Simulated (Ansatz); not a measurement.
This session for cell relaxations under several functionals of MoS₂, space group P-3m1 with the Python package of Ansatz (0.2.0) holds a mistake.

Typed at the interpreter:
```pycon
>>> from dataclasses import dataclass
>>> import ansatz
>>> import numpy as np
>>> @dataclass(frozen=True)
... class RunConfig:
...     cutoff: int = 470
...     smearing: str = "fermi_dirac"
...     width_ev: float = 0.15
...     k_length: int = 29
...
>>> opts = RunConfig()
>>> def edges_and_angles(cell):
...     cell = np.asarray(cell)
...     a, b, c = np.linalg.norm(cell, axis=1)
...     cosines = cell[1] @ cell[2] / (b * c), cell[0] @ cell[2] / (a * c), cell[0] @ cell[1] / (a * b)
...     return (a, b, c, *np.degrees(np.arccos(cosines)))
...
>>> system = (
...     ansatz.Lattice.from_parameters(3.227465, 3.227465, 6.312473, alpha=90.0, beta=90.0, gamma=120.0)
...     .atom("Mo", (0.0, 0.0, 0.5))
...     .atom("S", (1 / 3, 2 / 3, 0.25532))
...     .atom("S", (2 / 3, 1 / 3, 0.74468))
... )
>>> calc = (
...     system.calculation()
...     .basis(opts.cutoff)
...     .occupations(opts.smearing, width=opts.width_ev)
...     .kpoints(length=opts.k_length)
...     .relax(cell=True, max_steps=30, max_displacement=3.0)
... )
>>> levels = [("pbesol", "d3bj"), ("lda", "none"), ("blyp", "d3bj")]
>>> print("level            a       b       c    alpha   beta  gamma  V/atom  steps")
level            a       b       c    alpha   beta  gamma  V/atom  steps
>>> for name, dispersion in levels:
...     seen = []
...     run = calc.functional(name, dispersion=dispersion).session().plan()
...     done = run.execute(on_event=lambda e: seen.append(e) if e["event"] == "relax_step" else None)
...     cell = done.lattice.cell_ang
...     label = name if dispersion == "none" else f"{name}+{dispersion}"
...     print("{:13s} {:7.4f} {:7.4f} {:7.4f} {:6.2f} {:6.2f} {:6.2f}".format(label, *edges_and_angles(cell)), f"{abs(np.linalg.det(cell)) / len(done.lattice.sites):7.3f} {len(seen):5d}")
...
pbesol+d3bj    3.1408  3.1408  5.5535  90.00  90.00 120.00  15.815     8
lda            3.1470  3.1470  5.7727  90.00  90.00 120.00  16.504     8
blyp+d3bj      3.2387  3.2387  5.6092  90.00  90.00 120.00  16.985     9
```

No error stopped it. What is wrong with the input all the same?

The fault: step far too long. The correction:

```diff
--- before
+++ after
@@
     .kpoints(length=opts.k_length)
-    .relax(cell=True, max_steps=30, max_displacement=3.0)
+    .relax(cell=True, max_steps=30)
 )
```

At the Python prompt:
```pycon
[earlier lines as before]
>>> calc = (
...     system.calculation()
...     .basis(opts.cutoff)
...     .occupations(opts.smearing, width=opts.width_ev)
...     .kpoints(length=opts.k_length)
...     .relax(cell=True, max_steps=30)
... )
>>> levels = [("pbesol", "d3bj"), ("lda", "none"), ("blyp", "d3bj")]
>>> print("level            a       b       c    alpha   beta  gamma  V/atom  steps")
level            a       b       c    alpha   beta  gamma  V/atom  steps
>>> for name, dispersion in levels:
...     seen = []
...     run = calc.functional(name, dispersion=dispersion).session().plan()
...     done = run.execute(on_event=lambda e: seen.append(e) if e["event"] == "relax_step" else None)
...     cell = done.lattice.cell_ang
...     label = name if dispersion == "none" else f"{name}+{dispersion}"
...     print("{:13s} {:7.4f} {:7.4f} {:7.4f} {:6.2f} {:6.2f} {:6.2f}".format(label, *edges_and_angles(cell)), f"{abs(np.linalg.det(cell)) / len(done.lattice.sites):7.3f} {len(seen):5d}")
...
pbesol+d3bj    3.1408  3.1408  5.5535  90.00  90.00 120.00  15.815     8
lda            3.1475  3.1475  5.7666  90.00  90.00 120.00  16.492     8
blyp+d3bj      3.2388  3.2388  5.6092  90.00  90.00 120.00  16.986     7
```

Notes:
- Spin is left out of this run.
- BLYP and dispersion corrections can be off by several per cent in the lattices of metals, and by several GPa in the pressure at a fixed cell.
- This cell is a computed structure, which may not be the phase found in nature.
- Finished in 57 s on 1 thread of Arm Neoverse V2 (shared host), peak memory 0.46 GiB.
